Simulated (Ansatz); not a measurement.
# TaBr2: the cost of one run

Method: DFT PBE, scalar-relativistic, plane waves, PAW, in Ansatz 0.2.0.

## 1. The structure to begin with

The structure is tetragonal, space group P4/mmm (No. 123). The conventional cell has a = 4.341 Å, b = 4.341 Å, c = 4.954 Å, α = 90.00°, β = 90.00°, γ = 90.00°. Around Ta (site symmetry 4/mmm) lie 4 Br at 3.07 Å. Br (site symmetry 4/mmm) is surrounded by 2 Br at 2.48 Å. Around Br (site symmetry 4/mmm) lie 2 Br at 2.48 Å and 4 Ta at 3.07 Å.

As a file:

```
Ta Br
1.0
     4.34080    0.00000    0.00000
     0.00000    4.34080    0.00000
     0.00000    0.00000    4.95425
Ta Br
1 2
Direct
  0.50000 0.50000 0.00000
  0.00000 0.00000 0.50000
  0.00000 0.00000 0.00000
```

Recipe of the guess: random cell by space group and Wyckoff sites (P4/mmm, No. 123). Its size is a rough estimate.

## 2. Probe: one point on a coarse mesh

Input file input.yaml:

```yaml
crystal:
  lattice:
    - [4.34079733, 0.0, 0.0]
    - [0.0, 4.34079733, 0.0]
    - [0.0, 0.0, 4.95424964]
  atoms:
    - { symbol: Ta, position: [0.5, 0.5, 0.0] }
    - { symbol: Br, position: [0.0, 0.0, 0.5] }
    - { symbol: Br, position: [0.0, 0.0, 0.0] }
basis:
  ecutwfc: 420
kpoints:
  mp_grid: { grid: [4, 4, 4] }
hamiltonian:
  xc: pbe
scf:
  occupations: { method: gaussian, width: 0.1 }
  lower_state_search: "off"
output:
  forces: true
  stress: true
  eigenvalues: true
```

Started as:

```console
$ ansatz run input.yaml --threads 1 --pin off --max-ram 2560MiB --backend cpu --events-out ev --progress --plain --runs-dir out
```

Q: Estimate wall time and peak memory on 1 thread of Arm Neoverse V2, shared host.

About 1.8 s, with a peak of 0.32 GiB.
